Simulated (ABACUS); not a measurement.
# HfIn4SiO6 in ABACUS: the effect of functional

The system is HfIn4SiO6.

```
Hf In Si O
1.0
     5.38094    0.00000    0.00000
    -2.69047    4.66003    0.00000
     0.00000    0.00000   10.76614
Hf In Si O
1 4 1 6
Cartesian
  2.6905 1.5533 0.0000
  0.0000 0.0000 3.2779
  0.0000 0.0000 7.4883
  0.0000 3.1067 8.4965
  0.0000 3.1067 2.2696
  0.0000 0.0000 0.0000
  3.3390 3.2851 9.6865
  1.5149 0.1258 1.0796
  0.8664 1.2491 9.6865
  2.0420 3.2851 1.0796
  3.8660 0.1258 9.6865
  4.5145 1.2491 1.0796
```

The cell was built by a generator and needn't be a form met in nature.

The cell isn't the ideal one: volume scaled by 1.06.

Alike in all runs:

- Program: ABACUS 3.10.1
- Task: equation of state
- Potentials or basis: SG15 ONCV 1.2 PBE
- Cutoff: 1361 eV
- Density cutoff: 5442 eV
- Basis: DZP LCAO (the cutoffs set its grid)
- k mesh: 4 × 4 × 2
- Occupations: fermi-dirac, width 0.05 eV
- Spin: no spin polarisation

```tsv
functional	gap on the mesh (eV)	pressure (GPa)	largest force (eV/Å)
LDA	0.63	-7.2	0.76
PBE	0.65	-2.8	0.49
PBEsol	0.61	-5.1	0.57
WC	0.64	-5.1	0.56
SOGGA	0.58	-5.4	0.57
SCAN	?	?	?
```

Question: What does the run with functional SCAN give?

Answer: gap on the mesh 0.86 eV; pressure -6.5 GPa; largest force 0.73 eV/Å.

Caveats: the atomic orbitals were generated for these runs and aren't a published set; spin-orbit coupling is left out, which moves the levels of the heavy elements; the basis of atomic orbitals isn't converged, which shifts pressures, moduli and gaps; the potentials were made for another functional, which shifts forces and pressure (some runs).

A k mesh can miss the band edges.
